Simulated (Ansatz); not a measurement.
# SiSbSe: the cost of one run

Program: Ansatz 0.2.0. Level of theory: DFT PBE, scalar-relativistic, plane waves, PAW, unless a step names another level. These are calculated values, not measurements.

4 further runs of the same task are left out: 4 set aside as unsound or not needed. Runs told in other sessions of the task aren't counted.

## 1. Plan

Pauling electronegativities: Si 1.90, Sb 2.05, Se 2.55 (spread 0.65). No set of common oxidation states balances it. Tabulated atomic sizes suggest about 23 Å³/atom. 34 candidates were drawn, by swapping species into database cells of other compounds, at random by space group and Wyckoff sites, or by hand, as the table says:

```tsv
name	made from	space group no.	Wyckoff sites	atoms (primitive cell)	V (Å³/atom)
c01	random	63	Si 4b; Sb 4c; Se 4a	6	28.1
c02	database cell of MgMnGe	129	Si 2b; Sb 2c; Se 2c	6	25.7
c03	database cell of CeGaAg	12	Si 4i; Sb 4i; Se 4i	6	23.6
c04	random	2	Si 1h, 1c; Sb 1g, 1d; Se 1a, 1f	6	23.9
c05	random	71	Si 2a; Sb 2d; Se 2c	3	29.9
c06	database cell of NaMnAs	129	Si 2a; Sb 2c; Se 2c	6	26.8
c07	random	71	Si 2d; Sb 2b; Se 2a	3	29.3
c08	random	139	Si 4c; Sb 4e; Se 2a, 2b	6	28.4
c09	random	129	Si 2b; Sb 2c; Se 2a	6	26.6
c10	database cell of LuCoC	123	Si 1d; Sb 1a; Se 1c	3	22.6
c11	database cell of MoSeS	156	Si 1b, 1b; Sb 1c, 1c; Se 1b, 1c	6	32.7
c12	database cell of BaCuGe	187	Si 1b; Sb 1d; Se 1e	3	27.8
c13	built by hand: layered Se-Sb-Si-Si-Sb-Se slab	164	Si 2c; Sb 2d; Se 2d	6	25.9
c14	database cell of CsTeAu	51	Si 2c; Sb 2e; Se 2f	6	27.2
c15	built by hand: ullmannite NiSbS (ordered pyrite)	198	Si 4a; Sb 4a; Se 4a	12	23.3
c16	random	2	Si 1b; Sb 1h; Se 1c	3	23.7
c17	database cell of TbGeAu	186	Si 2b; Sb 2b; Se 2a	6	23.5
c18	database cell of LaSiAg	187	Si 1a; Sb 1d; Se 1f	3	26.4
c19	database cell of SnSbPt	10	Si 2m; Sb 2n; Se 1h, 1a	6	23.5
c20	built by hand: SiS2-derived chains linked by Sb-Sb bonds	10	Si 2i; Sb 2m; Se 2n	6	27.4
c21	random	42	Si 4a; Sb 4a; Se 4a	3	28.9
c22	random	187	Si 1a; Sb 1d; Se 1c	3	28.5
c23	random	160	Si 3a; Sb 3a; Se 3a	3	27.1
c24	random	166	Si 6c; Sb 6c; Se 3a, 3b	6	25.9
c25	random	99	Si 1b; Sb 1b; Se 1a	3	23.5
c26	database cell of TePtSe	156	Si 1b; Sb 1a; Se 1c	3	21.9
c27	random	191	Si 2c; Sb 1b, 1a; Se 2d	6	29.9
c28	random	123	Si 1d, 1c; Sb 2f; Se 2g	6	28.1
c29	built by hand: arsenopyrite FeAsS	14	Si 4e; Sb 4e; Se 4e	12	23.2
c30	random	123	Si 1a; Sb 1c; Se 1b	3	25.8
c31	database cell of ScSiAu	187	Si 2g; Sb 2h; Se 1f, 1e	6	23.8
c32	database cell of ReBW	69	Si 8f; Sb 8i; Se 8h	6	21.2
c33	random	123	Si 1a; Sb 1b; Se 1c	3	29.0
c34	random	99	Si 1b; Sb 1a; Se 1b	3	27.9
```

## 2. Screening run of c17

input.yaml reads:

```yaml
crystal:
  lattice:
    - [4.5996018, 0.0, 0.0]
    - [-2.2998009, 3.98337201, 0.0]
    - [0.0, 0.0, 7.69937273]
  atoms:
    - { symbol: Si, position: [0.66666667, 0.33333333, 0.95749784] }
    - { symbol: Si, position: [0.33333333, 0.66666667, 0.45749784] }
    - { symbol: Sb, position: [0.66666667, 0.33333333, 0.53326589] }
    - { symbol: Sb, position: [0.33333333, 0.66666667, 0.03326589] }
    - { symbol: Se, position: [0.0, 0.0, 0.74923527] }
    - { symbol: Se, position: [0.0, 0.0, 0.24923527] }
basis:
  ecutwfc: 420
kpoints:
  mp_grid: { grid: [4, 4, 2] }
hamiltonian:
  xc: pbe
scf:
  occupations: { method: gaussian, width: 0.2 }
  lower_state_search: "off"
output:
  forces: true
  stress: true
  eigenvalues: true
relax:
  adjacent_minimum: "off"
  f_tol: 0.08
  max_steps: 16
  cell: { stress_tol: 0.8 }
```

The run is started by

```
$ ansatz run input.yaml --threads 1 --pin off --max-ram 2560MiB --backend cpu --events-out ev --progress --plain --runs-dir out
```

Q: Estimate wall time and peak memory on 1 thread of AMD EPYC 9R45 (Zen 5), shared host.

About 11 s, with a peak of 0.43 GiB.
